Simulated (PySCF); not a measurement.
# CeH6NO3 (Ce(OH)3(NH3)): the cost of one run

Computed with PySCF 2.14.0. Level: several levels, as the steps say, no spin–orbit coupling.

1 further run of the same task is left out (for a known fault of the program).

### 1 Where the work starts

11 atoms, charge 0, spin multiplicity 1.

Bond lengths: Ce1–O2 2.173 Å, Ce1–O4 2.174 Å, Ce1–O6 2.173 Å, Ce1–N8 2.683 Å, O2–H3 0.957 Å, O4–H5 0.957 Å, O6–H7 0.957 Å, N8–H9 1.021 Å, N8–H10 1.021 Å, N8–H11 1.021 Å. Angles: O2–Ce1–O4 118.7°, O2–Ce1–O6 118.5°, O2–Ce1–N8 97.1°, O4–Ce1–O6 118.7°, O4–Ce1–N8 96.0°, O6–Ce1–N8 97.2°, Ce1–O2–H3 174.6°, Ce1–O4–H5 174.0°, Ce1–O6–H7 174.5°, Ce1–N8–H9 111.6°, Ce1–N8–H10 112.9°, Ce1–N8–H11 111.8°, H9–N8–H10 106.7°, H9–N8–H11 106.7°, H10–N8–H11 106.7°.

Geometry (Å):

```xyz
11
charge 0, multiplicity 1
Ce    0.1883   -0.2250    0.2781
O     1.2689    1.3740    1.2764
H     1.7764    2.0156    1.7730
O    -1.4774   -1.1639    1.3122
H    -2.1443   -1.6417    1.8052
O     1.1943   -1.3316   -1.2979
H     1.6949   -1.8494   -1.9282
N    -1.3113    1.3316   -1.3108
H    -1.9211    1.9456   -0.7695
H    -0.7537    1.9329   -1.9184
H    -1.9170    0.7796   -1.9193
```

Formal oxidation states: Ce +3. Each metal's 1 4f electrons lie in its core potential, so multiplicities, spins and levels count the valence alone. An earlier session relaxed this geometry at PBE0, Ce lcecp-1-SVP with ECP47, O def2-SVP, H def2-SVP, N def2-SVP (singlet, point group C1).

At PBE0 on the finer grid: E = -315.949012 Eh, HOMO -6.92 eV, LUMO -0.35 eV, Mulliken charge on Ce1 +1.04 e, largest force component 0.008 eV/Å. 

Levels to run: B3LYP; revPBE; PBE0, TZVP. Hardware: 2 threads of Arm Neoverse V2, shared host.

### 2 B3LYP

Input file run.py (the lines that set the calculation):

```python
mol = gto.M(atom='''
Ce     0.18825    -0.22502     0.27814
O      1.26886     1.37397     1.27636
H      1.77644     2.01555     1.77302
O     -1.47736    -1.16391     1.31221
H     -2.14431    -1.64169     1.80523
O      1.19430    -1.33158    -1.29787
H      1.69492    -1.84937    -1.92816
N     -1.31131     1.33164    -1.31082
H     -1.92106     1.94557    -0.76948
H     -0.75374     1.93288    -1.91843
H     -1.91696     0.77964    -1.91926''',
    basis={'Ce': 'lcecp-1-SVP', 'O': 'def2-SVP', 'H': 'def2-SVP', 'N': 'def2-SVP'},
    ecp={'Ce': 'lcecp-1-SVP'},
    charge=0, spin=0)
mf = dft.RKS(mol, xc='B3LYP')
mf.grids.atom_grid = (75, 302)  # f atoms: unpruned, at least (60, 302)
mf = mf.density_fit()  # fitting sets: Ce AutoAux, O def2-universal-JKFIT, H def2-universal-JKFIT, N def2-universal-JKFIT
mf.conv_tol = 1e-08; mf.max_cycle = 55
mf.kernel(dm0)  # dm0: the density of the relaxed state
```

The run is started by

```sh
$ OMP_NUM_THREADS=2 python run.py
```

**Question.** How long does this run take on 2 threads of Arm Neoverse V2, shared host?

About 6.8 s.
